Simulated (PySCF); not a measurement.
# C2H6ClNSi2: NMR shifts at several levels of theory, part 2 of 2

PySCF 2.14.0. Atoms count from 0.

### Step 8. NMR shieldings: KT2/pcSseg-1

The job: settings as JSON, then the geometry in Å.

```
{"job": {"kind": "nmr", "xc": "KT2", "basis": "pcSseg-1", "pop": false}, "charge": 0, "multiplicity": 1}
N     -0.067435     2.391555    -1.066808
C      0.200421     1.297286    -0.796059
C      0.614381    -0.047068    -0.452495
Si     2.378224    -0.062597     0.297954
Si     3.838051     1.189616    -1.041101
Cl     5.753737     0.752187    -0.362627
H      0.608218    -0.674866    -1.358549
H     -0.097005    -0.492078     0.261740
H      2.327614     0.515668     1.673112
H      2.829364    -1.484241     0.370868
H      3.600923     2.653743    -0.911086
H      3.737415     0.787507    -2.474297
```

Method: GIAO KT2/pcSseg-1 NMR shielding, non-relativistic, gas phase.

The program printed:

```text
coarse grid: 11832 points
cycle   1  E = -1184.3794494286  dE =  3.490e-01  |g| = 5.263e-01  |ddm| = 3.200e+00
cycle   2  E = -1184.0782369863  dE =  3.012e-01  |g| = 1.202e+00  |ddm| = 1.799e+00
cycle   3  E = -1184.4251960310  dE = -3.470e-01  |g| = 3.118e-01  |ddm| = 1.339e+00
cycle   4  E = -1184.4477740874  dE = -2.258e-02  |g| = 5.163e-02  |ddm| = 2.652e-01
cycle   5  E = -1184.4484522943  dE = -6.782e-04  |g| = 1.640e-02  |ddm| = 7.921e-02
cycle   6  E = -1184.4485254651  dE = -7.317e-05  |g| = 4.266e-03  |ddm| = 2.405e-02
cycle   7  E = -1184.4485310933  dE = -5.628e-06  |g| = 9.935e-04  |ddm| = 6.707e-03
final grid: 101240 points
cycle   8  E = -1184.4925876334  dE = -1.934e-04  |g| = 2.033e-02  |ddm| = 3.967e-02
cycle   9  E = -1184.4925605857  dE =  2.705e-05  |g| = 1.808e-02  |ddm| = 3.587e-02
cycle  10  E = -1184.4926279207  dE = -6.733e-05  |g| = 5.670e-03  |ddm| = 2.727e-02
cycle  11  E = -1184.4926347841  dE = -6.863e-06  |g| = 3.005e-03  |ddm| = 7.079e-03
cycle  12  E = -1184.4926368045  dE = -2.020e-06  |g| = 5.256e-04  |ddm| = 2.298e-03
cycle  13  E = -1184.4926368767  dE = -7.224e-08  |g| = 7.293e-05  |ddm| = 6.056e-04
cycle  14  E = -1184.4926368782  dE = -1.463e-09  |g| = 1.858e-05  |ddm| = 1.148e-04
cycle  15  E = -1184.4926368783  dE = -1.196e-10  |g| = 3.891e-06  |ddm| = 3.430e-05
converged SCF energy = -1184.4926368783

GIAO shielding tensors (ppm)
atom      isotropic    diamagn.    paramagn.     s11        s22        s33       span
  0 N      -18.606     341.712    -360.318   -187.014   -167.450    298.646    485.660
  1 C       73.406     260.900    -187.493    -39.208    -30.394    289.821    329.028
  2 C      185.773     255.927     -70.154    175.998    178.536    202.784     26.786
  3 Si     425.232     881.856    -456.624    396.729    412.081    466.885     70.156
  4 Si     382.097     878.126    -496.029    327.535    354.848    463.908    136.373
  5 Cl    1045.420    1146.436    -101.016    988.290   1042.826   1105.144    116.854
  6 H       29.544      30.408      -0.864     25.214     27.726     35.692     10.478
  7 H       29.332      32.297      -2.965     24.252     27.358     36.385     12.132
  8 H       26.899      28.137      -1.239     23.505     25.825     31.367      7.862
  9 H       27.136      28.050      -0.913     23.707     25.897     31.805      8.098
 10 H       25.465      26.697      -1.231     21.243     25.034     30.119      8.876
 11 H       25.714      26.824      -1.110     21.585     25.151     30.407      8.821
```

It took 21 s on 1 thread of Arm Neoverse V1, shared host; peak memory 0.78 GiB.

In short: δ C1 109.8, C2 -2.6, N0 282.9, Si4 -21.0, H10 5.59, H8 4.16 ppm (means over like atoms).

### Step 9. Shielding tensors: KT3/pcSseg-1

Same as in step 8 but for these lines:

```diff
@@ -1,2 +1,2 @@
-{"job": {"kind": "nmr", "xc": "KT2", "basis": "pcSseg-1", "pop": false}, "charge": 0, "multiplicity": 1}
+{"job": {"kind": "nmr", "xc": "KT3", "basis": "pcSseg-1", "pop": false}, "charge": 0, "multiplicity": 1}
 N     -0.067435     2.391555    -1.066808
```

Level: GIAO KT3/pcSseg-1 NMR shielding, non-relativistic, gas phase.

The program printed:

```text
coarse grid: 11832 points
cycle   1  E = -1183.4235948229  dE =  3.332e-01  |g| = 5.532e-01  |ddm| = 3.221e+00
cycle   2  E = -1183.1010268185  dE =  3.226e-01  |g| = 1.248e+00  |ddm| = 1.863e+00
cycle   3  E = -1183.4726344979  dE = -3.716e-01  |g| = 3.398e-01  |ddm| = 1.392e+00
cycle   4  E = -1183.4995772321  dE = -2.694e-02  |g| = 5.036e-02  |ddm| = 2.814e-01
cycle   5  E = -1183.5002259456  dE = -6.487e-04  |g| = 1.765e-02  |ddm| = 7.909e-02
cycle   6  E = -1183.5003110193  dE = -8.507e-05  |g| = 4.196e-03  |ddm| = 2.497e-02
cycle   7  E = -1183.5003165271  dE = -5.508e-06  |g| = 9.439e-04  |ddm| = 6.626e-03
final grid: 101240 points
cycle   8  E = -1183.5366496347  dE = -2.012e-04  |g| = 2.076e-02  |ddm| = 4.684e-02
cycle   9  E = -1183.5366340992  dE =  1.554e-05  |g| = 1.645e-02  |ddm| = 3.280e-02
cycle  10  E = -1183.5366656802  dE = -3.158e-05  |g| = 9.694e-03  |ddm| = 2.624e-02
cycle  11  E = -1183.5366854282  dE = -1.975e-05  |g| = 3.383e-03  |ddm| = 8.549e-03
cycle  12  E = -1183.5366882527  dE = -2.824e-06  |g| = 3.634e-04  |ddm| = 3.433e-03
cycle  13  E = -1183.5366882923  dE = -3.966e-08  |g| = 6.256e-05  |ddm| = 5.375e-04
cycle  14  E = -1183.5366882935  dE = -1.141e-09  |g| = 1.274e-05  |ddm| = 8.734e-05
cycle  15  E = -1183.5366882935  dE = -6.025e-11  |g| = 4.537e-06  |ddm| = 2.817e-05
converged SCF energy = -1183.5366882935

GIAO shielding tensors (ppm)
atom      isotropic    diamagn.    paramagn.     s11        s22        s33       span
  0 N      -16.865     341.384    -358.249   -184.655   -166.161    300.220    484.875
  1 C       73.820     261.336    -187.516    -38.219    -30.074    289.753    327.972
  2 C      183.913     254.784     -70.871    174.480    176.774    200.484     26.003
  3 Si     426.272     881.171    -454.899    400.595    413.673    464.547     63.952
  4 Si     386.625     877.445    -490.819    336.166    361.091    462.619    126.453
  5 Cl    1038.236    1146.559    -108.323    990.427   1035.494   1088.786     98.358
  6 H       29.718      30.558      -0.840     25.481     27.917     35.757     10.276
  7 H       29.482      32.468      -2.986     24.504     27.551     36.390     11.886
  8 H       27.221      28.488      -1.268     23.880     26.150     31.632      7.751
  9 H       27.446      28.350      -0.904     24.069     26.233     32.036      7.967
 10 H       25.861      26.990      -1.129     21.719     25.378     30.486      8.767
 11 H       26.101      27.089      -0.989     22.025     25.503     30.774      8.748
```

Run time: 21 s. Hardware: 1 thread of Arm Neoverse V1, shared host; peak memory 0.78 GiB.

In short: δ C1 108.5, C2 -1.6, N0 278.9, Si4 -21.1, H10 5.34, H8 3.99 ppm (means over like atoms).

### Step 10. Nuclear shieldings: B97-D/pcSseg-1

Same as in step 9 but for these lines:

```diff
@@ -1,2 +1,2 @@
-{"job": {"kind": "nmr", "xc": "KT3", "basis": "pcSseg-1", "pop": false}, "charge": 0, "multiplicity": 1}
+{"job": {"kind": "nmr", "xc": "B97-D", "basis": "pcSseg-1", "pop": false}, "charge": 0, "multiplicity": 1}
 N     -0.067435     2.391555    -1.066808
```

Level: GIAO B97-D/pcSseg-1 NMR shielding, non-relativistic, gas phase.

The program printed:

```text
coarse grid: 11832 points
cycle   1  E = -1173.5678925903  dE =  3.165e-01  |g| = 5.443e-01  |ddm| = 3.244e+00
cycle   2  E = -1173.2372991731  dE =  3.306e-01  |g| = 1.274e+00  |ddm| = 1.847e+00
cycle   3  E = -1173.6186892614  dE = -3.814e-01  |g| = 3.337e-01  |ddm| = 1.345e+00
cycle   4  E = -1173.6445385062  dE = -2.585e-02  |g| = 4.399e-02  |ddm| = 2.690e-01
cycle   5  E = -1173.6450168221  dE = -4.783e-04  |g| = 1.746e-02  |ddm| = 7.281e-02
cycle   6  E = -1173.6451015545  dE = -8.473e-05  |g| = 3.652e-03  |ddm| = 2.352e-02
cycle   7  E = -1173.6451057015  dE = -4.147e-06  |g| = 1.045e-03  |ddm| = 6.169e-03
final grid: 101240 points
cycle   8  E = -1173.6506860057  dE = -6.201e-05  |g| = 1.269e-02  |ddm| = 3.156e-02
cycle   9  E = -1173.6506638676  dE =  2.214e-05  |g| = 1.400e-02  |ddm| = 2.829e-02
cycle  10  E = -1173.6507075609  dE = -4.369e-05  |g| = 4.180e-03  |ddm| = 2.047e-02
cycle  11  E = -1173.6507100444  dE = -2.483e-06  |g| = 2.799e-03  |ddm| = 4.528e-03
cycle  12  E = -1173.6507118128  dE = -1.768e-06  |g| = 2.869e-04  |ddm| = 2.136e-03
cycle  13  E = -1173.6507118357  dE = -2.289e-08  |g| = 3.490e-05  |ddm| = 3.590e-04
cycle  14  E = -1173.6507118360  dE = -3.190e-10  |g| = 1.142e-05  |ddm| = 6.371e-05
converged SCF energy = -1173.6507118360

GIAO shielding tensors (ppm)
atom      isotropic    diamagn.    paramagn.     s11        s22        s33       span
  0 N      -27.375     341.223    -368.598   -200.667   -180.721    299.263    499.930
  1 C       65.088     261.306    -196.218    -51.184    -42.888    289.335    340.519
  2 C      181.970     254.922     -72.952    172.677    174.930    198.303     25.626
  3 Si     407.148     880.017    -472.869    380.926    394.676    445.843     64.917
  4 Si     366.098     876.283    -510.185    314.052    341.109    443.131    129.079
  5 Cl    1035.167    1145.594    -110.427    986.426   1030.948   1088.128    101.702
  6 H       29.877      30.621      -0.744     25.709     28.085     35.836     10.127
  7 H       29.646      32.537      -2.890     24.739     27.736     36.464     11.725
  8 H       27.278      28.567      -1.289     23.960     26.250     31.625      7.665
  9 H       27.499      28.378      -0.880     24.137     26.332     32.028      7.891
 10 H       25.893      27.091      -1.199     21.754     25.452     30.472      8.719
 11 H       26.135      27.225      -1.089     22.061     25.591     30.755      8.694
```

Wall time 22 s (1 thread of Arm Neoverse V1, shared host); peak memory 0.78 GiB.

Key values: δ C1 114.1, C2 -2.8, N0 288.2, Si4 -18.9, H10 5.40, H8 4.02 ppm (means over like atoms).

### Step 11. Shielding tensors: B3LYP/pcSseg-1

Same as in step 10 but for these lines:

```diff
@@ -1,2 +1,2 @@
-{"job": {"kind": "nmr", "xc": "B97-D", "basis": "pcSseg-1", "pop": false}, "charge": 0, "multiplicity": 1}
+{"job": {"kind": "nmr", "xc": "B3LYP", "basis": "pcSseg-1", "pop": false}, "charge": 0, "multiplicity": 1}
 N     -0.067435     2.391555    -1.066808
```

Level: GIAO B3LYP/pcSseg-1 NMR shielding, non-relativistic, gas phase.

The program printed:

```text
coarse grid: 11832 points
cycle   1  E = -1173.7037308148  dE =  3.499e-01  |g| = 5.062e-01  |ddm| = 3.190e+00
cycle   2  E = -1173.5057309858  dE =  1.980e-01  |g| = 1.064e+00  |ddm| = 1.460e+00
cycle   3  E = -1173.7635899029  dE = -2.579e-01  |g| = 1.748e-01  |ddm| = 9.627e-01
cycle   4  E = -1173.7704706610  dE = -6.881e-03  |g| = 4.018e-02  |ddm| = 1.700e-01
cycle   5  E = -1173.7708442062  dE = -3.735e-04  |g| = 7.545e-03  |ddm| = 4.472e-02
cycle   6  E = -1173.7708588295  dE = -1.462e-05  |g| = 1.813e-03  |ddm| = 9.847e-03
cycle   7  E = -1173.7708596902  dE = -8.608e-07  |g| = 2.851e-04  |ddm| = 2.388e-03
final grid: 101240 points
cycle   8  E = -1173.8032210478  dE = -1.094e-05  |g| = 3.452e-03  |ddm| = 1.381e-02
cycle   9  E = -1173.8032195723  dE =  1.476e-06  |g| = 4.167e-03  |ddm| = 7.300e-03
cycle  10  E = -1173.8032238700  dE = -4.298e-06  |g| = 9.345e-04  |ddm| = 4.239e-03
cycle  11  E = -1173.8032240354  dE = -1.653e-07  |g| = 3.439e-04  |ddm| = 8.417e-04
cycle  12  E = -1173.8032240594  dE = -2.401e-08  |g| = 3.927e-05  |ddm| = 2.314e-04
cycle  13  E = -1173.8032240597  dE = -3.499e-10  |g| = 1.218e-05  |ddm| = 4.689e-05
converged SCF energy = -1173.8032240597

GIAO shielding tensors (ppm)
atom      isotropic    diamagn.    paramagn.     s11        s22        s33       span
  0 N      -43.072     341.820    -384.892   -224.678   -203.584    299.047    523.725
  1 C       58.678     261.239    -202.561    -62.247    -53.552    291.834    354.081
  2 C      183.183     254.769     -71.586    174.139    176.484    198.927     24.788
  3 Si     398.973     878.946    -479.973    372.075    385.977    438.868     66.793
  4 Si     358.320     875.551    -517.231    306.400    333.296    435.264    128.865
  5 Cl    1042.023    1144.825    -102.802    994.709   1036.237   1095.122    100.413
  6 H       29.929      30.605      -0.677     25.670     28.017     36.100     10.430
  7 H       29.680      32.445      -2.764     24.683     27.655     36.702     12.019
  8 H       27.253      28.350      -1.098     23.867     26.185     31.706      7.840
  9 H       27.487      28.186      -0.699     24.055     26.268     32.137      8.083
 10 H       25.924      27.022      -1.099     21.746     25.477     30.549      8.803
 11 H       26.175      27.165      -0.990     22.057     25.620     30.848      8.791
```

Run time: 15 s. Hardware: 1 thread of Arm Neoverse V1, shared host; peak memory 0.85 GiB.

In short: δ C1 120.6, C2 -3.9, N0 306.6, Si4 -20.5, H10 5.33, H8 4.01 ppm (means over like atoms).

### Step 12. Run by run: NMR shifts

Shifts (ppm) of some atoms, chosen among heavy atoms and hydrogens apart, means over like atoms, with basis size and wall time:

| run | C1 | H10 | H8 | N0 | Si4 | Si3 | Cl5 | functions | time |
| --- | --- | --- | --- | --- | --- | --- | --- | --- | --- |
| HF/pcSseg-1 | 128.6 | 4.92 | 3.87 | 312.7 | -24.9 | -54.5 | -130 | 153 | 8.7 s |
| LDA/pcSseg-1 | 123.1 | 5.91 | 4.39 | 317.4 | -17.6 | -69.3 | -98 | 153 | 17 s |
| PBE/pcSseg-1 | 117.5 | 5.63 | 4.19 | 301.8 | -20.4 | -65.4 | -104 | 153 | 20 s |
| BLYP/pcSseg-1 | 116.5 | 5.47 | 4.04 | 303.0 | -20.2 | -63.3 | -105 | 153 | 20 s |
| BP86/pcSseg-1 | 117.4 | 5.61 | 4.19 | 299.0 | -19.2 | -64.1 | -104 | 153 | 20 s |
| OPBE/pcSseg-1 | 113.9 | 5.52 | 4.18 | 287.8 | -19.4 | -62.1 | -103 | 153 | 20 s |
| KT2/pcSseg-1 | 109.8 | 5.59 | 4.16 | 282.9 | -21.0 | -64.2 | -103 | 153 | 21 s |
| KT3/pcSseg-1 | 108.5 | 5.34 | 3.99 | 278.9 | -21.1 | -60.8 | -104 | 153 | 21 s |
| B97-D/pcSseg-1 | 114.1 | 5.40 | 4.02 | 288.2 | -18.9 | -59.9 | -110 | 153 | 22 s |
| B3LYP/pcSseg-1 | 120.6 | 5.33 | 4.01 | 306.6 | -20.5 | -61.1 | -112 | 153 | 15 s |

### Step 13. What came out

The summary covers parts 1 to 2.

| quantity | value |
| --- | --- |
| 13C shifts against TMS (HF/pcSseg-1) | 128.6, -6.5 ppm |
| 1H shifts against TMS (HF/pcSseg-1, means over atoms taken as alike) | 4.92, 3.87, 1.46 ppm |
| 15N shifts against NH3 (HF/pcSseg-1) | 312.7 ppm |
| 29Si shifts against TMS (HF/pcSseg-1) | -24.9, -54.5 ppm |
| 35Cl shifts against HCl (HF/pcSseg-1) | -130 ppm |
| range of the shift of N0 | 278.9 to 317.4 ppm |

Single values in the summary come from the first sound run of each kind (HF/pcSseg-1), which need not be the best level. At HF/pcSseg-1: The largest span, 528 ppm, is at N0, where the paramagnetic term is -386 ppm. In ppm, N0 moves most: its shift spreads over 38.5 ppm, from 278.9 (KT3/pcSseg-1) to 317.4 (LDA/pcSseg-1).
